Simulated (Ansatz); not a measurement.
**Al: the crystal squeezed far**

An exercise on one series of results from a longer session: the logs are not shown, and one member is left open.

Computed with Ansatz 0.2.0 (DFT LDA, with the methods named in each step, unless a step's input says otherwise).

1 further run of the same task is left out (it didn't finish).

### The system as given

It takes space group Fm-3m (No. 225, cubic). The conventional cell has a = 4.050 Å, b = 4.050 Å, c = 4.050 Å, α = 90.00°, β = 90.00°, γ = 90.00°. Around Al (site symmetry m-3m) lie 12 Al at 2.86 Å.

Coordinates:

```cif
data_structure
_symmetry_space_group_name_H-M 'Fm-3m'
_symmetry_Int_Tables_number 225
_cell_length_a 4.0502
_cell_length_b 4.0502
_cell_length_c 4.0502
_cell_angle_alpha 90.000
_cell_angle_beta 90.000
_cell_angle_gamma 90.000
_cell_volume 66.44
loop_
_atom_site_label
_atom_site_type_symbol
_atom_site_symmetry_multiplicity
_atom_site_Wyckoff_symbol
_atom_site_fract_x
_atom_site_fract_y
_atom_site_fract_z
_atom_site_occupancy
Al1 Al 4 a 0.00000 0.00000 0.00000 1
```

The file gives the conventional cell by its symmetry; the runs use the cell typed in the input.

Whether this phase is the stable one at these pressures isn't tested.

The first run:

Contents of input.yaml:

```yaml
crystal:
  lattice:
    - [0.0, 2.0251003354, 2.0251003354]
    - [2.0251003354, 0.0, 2.0251003354]
    - [2.0251003354, 2.0251003354, 0.0]
  atoms:
    - { symbol: Al, position: [0.0, 0.0, 0.0] }
kpoints:
  mp_grid: { grid: [18, 18, 18] }
scf:
  occupations: { method: fermi_dirac, width: 0.05 }
hamiltonian:
  xc: lda
  pseudopotentials: { kind: paw }
output:
  forces: true
  stress: true
relax:
  f_tol: 0.005
  max_steps: 40
  cell: {}
```

Command:

```console
$ ansatz run input.yaml --threads 1 --pin off --max-ram 2048MiB --backend cpu --events-out ev --progress --plain --runs-dir out
```

Steps of the session up to this table: Cell relaxed at zero pressure, PAW; Volume scaled by 1, PAW; Volume scaled by 0.94, PAW; Volume scaled by 0.88, PAW; Volume scaled by 0.88, PAW (level accurate); Volume scaled by 0.8, PAW; Volume scaled by 0.72, PAW; Volume scaled by 0.72, PAW (partial_waves polarizable); Volume scaled by 0.64, PAW; Volume scaled by 0.55, PAW; Volume scaled by 0.45, PAW; Volume scaled by 0.45, PAW (cutoff 600 eV).

One table of the session follows, with a row left open; its other results are not shown here.

```
                         method  volume over the first  volume (Å³/atom)  pressure (GPa)
                            PAW                      1            15.804            0.00
                            PAW                   0.94            14.855            5.90
                            PAW                   0.88            13.907           14.24
                            PAW                    0.8            12.643           30.88
                            PAW                   0.72            11.379           57.05
                            PAW                   0.64            10.114           98.74
                            PAW                   0.55             8.692          178.78
                            PAW                   0.45             7.112          352.01
            PAW (cutoff 600 eV)                   0.45                 ?               ?
           PAW (level accurate)                   0.88            13.907           14.13
PAW (partial_waves polarizable)                   0.72            11.379           57.05
```

Estimate the missing values for PAW (cutoff 600 eV), 0.45.

The run gave: volume (Å³/atom): 7.112; pressure (GPa): 351.93.
